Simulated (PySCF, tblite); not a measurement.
**C7H13PS: geometry, infrared bands and NMR shifts**

What infrared bands and NMR shifts should C7H13PS (`C#CC[P@](C)(=S)C(C)C`) show?

The runs use tblite 0.8.0 and PySCF 2.14.0, with density-fitted response routines of our own; the level of theory stands in each step. All values are computed, except where a source is named. Atoms are numbered from 0 throughout.

## Step 1: The molecule as given

22 atoms, charge 0, multiplicity 1; geometry from: force field or distance geometry start.

Bonds of the start (Å): C0–C1 1.20, C1–C2 1.47, C2–P3 1.83, P3–C4 1.79, P3–S5 1.96, P3–C6 1.83, C6–C7 1.52, C6–C8 1.53, C0–H9 1.05, C2–H10 1.09, C2–H11 1.10, C4–H12 1.09, C4–H13 1.09, C4–H14 1.09, C6–H15 1.08, C7–H16 1.10, C7–H17 1.11, C7–H18 1.09, C8–H19 1.09, C8–H20 1.10, C8–H21 1.09.

## Step 2: Geometry optimisation with GFN2-xTB

Job settings and geometry (Å):

```
{"job": {"kind": "relax", "xc": "GFN2-xTB", "basis": "xTB"}, "charge": 0, "multiplicity": 1}
C      3.081300    -0.962900    -0.731100
C      2.310800    -0.683900     0.151500
C      1.404800    -0.365300     1.262800
P     -0.077100     0.603100     0.782500
C      0.630200     2.055100     0.012700
S     -1.268000     1.007700     2.286400
C     -0.824400    -0.324600    -0.604000
C     -1.980300     0.428400    -1.247700
C     -1.278800    -1.733600    -0.201900
H      3.746200    -1.206800    -1.511900
H      1.935700     0.211000     2.017300
H      1.062600    -1.290600     1.745800
H      1.294200     2.576300     0.709800
H     -0.151800     2.753400    -0.297300
H      1.200100     1.796500    -0.884900
H     -0.047500    -0.435500    -1.350300
H     -2.812100     0.568800    -0.545800
H     -2.369800    -0.128200    -2.120600
H     -1.668700     1.416100    -1.587000
H     -1.674900    -2.271600    -1.061400
H     -2.068900    -1.683600     0.566100
H     -0.454000    -2.310500     0.205600
```

Run with:

```bash
$ OMP_NUM_THREADS=1 python probes_run.py task.json out
```

This one command runs all jobs of the session in turn.

**Question.** This job is followed by: GFN2-xTB harmonic vibrations, gas phase; GIAO PBE0/pcSseg-1 NMR shielding, non-relativistic, gas phase. Predict these results of the whole session: strongest single infrared mode (GFN2-xTB); zero-point energy (GFN2-xTB); 13C shifts against TMS (PBE0/pcSseg-1); 1H shifts against TMS (PBE0/pcSseg-1, means over atoms taken as alike); 31P shifts against H3PO4 (PBE0/pcSseg-1); 33S shifts against CS2 (PBE0/pcSseg-1); surface potential, 1st and 99th percentile.

**Answer**, as computed:

| quantity | value |
| --- | --- |
| strongest single infrared mode (GFN2-xTB) | 854 cm⁻¹, 126 km/mol |
| zero-point energy (GFN2-xTB) | 111.2 kcal/mol |
| 13C shifts against TMS (PBE0/pcSseg-1) | 82.4, 79.6, 32.0, 29.2, 21.6, 16.0, 15.8 ppm |
| 1H shifts against TMS (PBE0/pcSseg-1, means over atoms taken as alike) | 2.85, 2.74, 2.48, 1.67, 1.64, 1.16, 1.14 ppm |
| 31P shifts against H3PO4 (PBE0/pcSseg-1) | 38.8 ppm |
| 33S shifts against CS2 (PBE0/pcSseg-1) | -275 ppm |
| surface potential, 1st and 99th percentile | -1.33 V and 1.49 V |

What this shows: The optimisation took 56 steps and gained 0.141 eV; among the close pairs (by a distance rule), P3–C4 changed most, from 1.789 to 1.838 Å. All 60 modes are real, so the xTB geometry is a minimum. The strongest single mode, at 854 cm⁻¹, is spread over several atoms, H14, H12, P3, C4 among them. Unscaled tight-binding wavenumbers are off by several per cent, some by more. Its intensities can rank the bands wrongly. At PBE0/pcSseg-1: Shielding is most anisotropic at C1 (span 285 ppm, paramagnetic term -160 ppm).
